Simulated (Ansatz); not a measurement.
# C3H6BN: the cost of one run

Program: Ansatz 0.2.0, Gaussian basis. Level of theory: the settings change from run to run. These are calculated values, not measurements.

## 1. The geometry

An earlier PBE0-D4 in a triple-zeta def2 set relaxation fixed the geometry.

11 atoms, charge 0, spin multiplicity 1.

Atoms are counted from 1 here; the program's logs count them from 0.

Bond lengths: C1–C2 1.325 Å, C1–H6 1.082 Å, C1–H7 1.084 Å, C2–C3 1.522 Å, C2–N5 1.406 Å, C3–B4 1.598 Å, C3–H8 1.092 Å, C3–H9 1.092 Å, B4–N5 1.409 Å, B4–H10 1.191 Å, N5–H11 1.007 Å. Angles: C2–C1–H6 120.0°, C2–C1–H7 121.8°, H6–C1–H7 118.2°, C1–C2–C3 135.6°, C1–C2–N5 131.1°, C3–C2–N5 93.3°, C2–C3–B4 82.6°, C2–C3–H8 114.1°, C2–C3–H9 114.1°, B4–C3–H8 117.6°, B4–C3–H9 117.6°, H8–C3–H9 108.8°, C3–B4–N5 90.0°, C3–B4–H10 139.8°, N5–B4–H10 130.2°, C2–N5–B4 94.0°, C2–N5–H11 126.9°, B4–N5–H11 139.0°.

## 2. wB97M-V/cc-pVTZ

Set apart from the defaults: charge +1, multiplicity 2, coordinates scaled by 0.96, density fitting with cc-pVTZ-jkfit.

File in.yaml:

```yaml
crystal:
  periodic: [false, false, false]
  atoms:
    - {symbol: C, position_ang: [-1.307681, 1.087802, 0.164065]}
    - {symbol: C, position_ang: [-0.332097, 0.287958, 0.000515]}
    - {symbol: C, position_ang: [0.434050, -0.613127, 0.858118]}
    - {symbol: B, position_ang: [1.183022, -0.899829, -0.449309]}
    - {symbol: N, position_ang: [0.382206, -0.025826, -1.101067]}
    - {symbol: H, position_ang: [-1.736528, 1.199379, 1.102996]}
    - {symbol: H, position_ang: [-1.698398, 1.644330, -0.623327]}
    - {symbol: H, position_ang: [-0.130553, -1.391645, 1.274900]}
    - {symbol: H, position_ang: [0.961859, -0.130371, 1.624234]}
    - {symbol: H, position_ang: [2.046798, -1.540228, -0.838298]}
    - {symbol: H, position_ang: [0.260011, 0.326935, -1.993050]}
basis:
  gaussian: {orbitals: cc-pVTZ, fitting: {mean_field: cc-pVTZ-jkfit}}
total_charge: 1
magnetization: {spin_polarized: true, initial_magnetization: 1}
hamiltonian: {xc: {name: wB97M-V}}
output: {forces: true}
```

Launch:

```
> ansatz run in.yaml --threads 2 --pin off --events-out ev --progress --plain --max-ram 4352MiB
```

Q: Estimate wall time and peak memory on 2 threads of AMD EPYC 9B14, shared host.

About 14 s, with a peak of 0.85 GiB.
